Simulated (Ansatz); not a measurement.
# LaNbF2: the cost of one run

Program: Ansatz 0.2.0. Level of theory: DFT PBE, scalar-relativistic, plane waves, PAW, unless a step names another level. These are calculated values, not measurements.

3 further runs of the same task are left out: 3 set aside as unsound or not needed.

## (1) The starting structure

Symmetry: P4/nmm, No. 129, tetragonal system. Conventional cell: a = 3.690 Å, b = 3.690 Å, c = 10.387 Å, α = 90.00°, β = 90.00°, γ = 90.00°. La (site symmetry 4mm) has 8 F at 2.55 to 2.61 Å as nearest neighbours. Around Nb (site symmetry -4m2) lie 4 Nb at 2.61 Å. Around F (site symmetry -4m2) lie 4 La at 2.55 Å and 4 F at 2.61 Å. F (site symmetry 4mm) is surrounded by 4 La at 2.61 Å and 4 F at 2.65 Å.

Coordinates:

```
La Nb F
1.0
     3.68984    0.00000    0.00000
     0.00000    3.68984    0.00000
     0.00000    0.00000   10.38723
La Nb F
2 2 4
Direct
  0.50000 0.00000 0.83055
  0.00000 0.50000 0.16945
  0.50000 0.50000 0.50000
  0.00000 0.00000 0.50000
  0.50000 0.50000 0.00000
  0.00000 0.00000 0.00000
  0.50000 0.00000 0.18303
  0.00000 0.50000 0.81697
```

It came out lowest among 35 distinct ends of the trial cells. At a tolerance of 0.05 Å it has space group P4/nmm (No. 129).

## (2) A stricter relaxation, on the response runs' mesh and smearing

Contents of input.yaml:

```yaml
crystal:
  lattice:
    - [3.6898399884, 0.0, 0.0]
    - [0.0, 3.6898399884, 0.0]
    - [0.0, 0.0, 10.3872301638]
  atoms:
    - { symbol: La, position: [0.5, 0.0, 0.8305523918] }
    - { symbol: La, position: [0.0, 0.5, 0.1694476082] }
    - { symbol: Nb, position: [0.5, 0.5, 0.5] }
    - { symbol: Nb, position: [0.0, 0.0, 0.5] }
    - { symbol: F, position: [0.5, 0.5, 0.0] }
    - { symbol: F, position: [0.0, 0.0, 0.0] }
    - { symbol: F, position: [0.5, 0.0, 0.1830333263] }
    - { symbol: F, position: [0.0, 0.5, 0.8169666737] }
basis:
  ecutwfc: 420
kpoints:
  mp_grid: { grid: [8, 8, 4] }
hamiltonian:
  xc: pbe
scf:
  occupations: { method: gaussian, width: 0.1 }
output:
  forces: true
  stress: true
  eigenvalues: true
relax:
  adjacent_minimum: "off"
  f_tol: 0.001
  max_steps: 60
  cell: { stress_tol: 0.01 }
```

Run with:

```bash
> ansatz run input.yaml --threads 3 --pin off --max-ram 7680MiB --backend cpu --events-out ev --progress --plain --runs-dir out
```

Q: Estimate wall time and peak memory on 3 threads of Intel Xeon 6975P-C (Granite Rapids), shared host.

About 23 s, with a peak of 0.68 GiB.
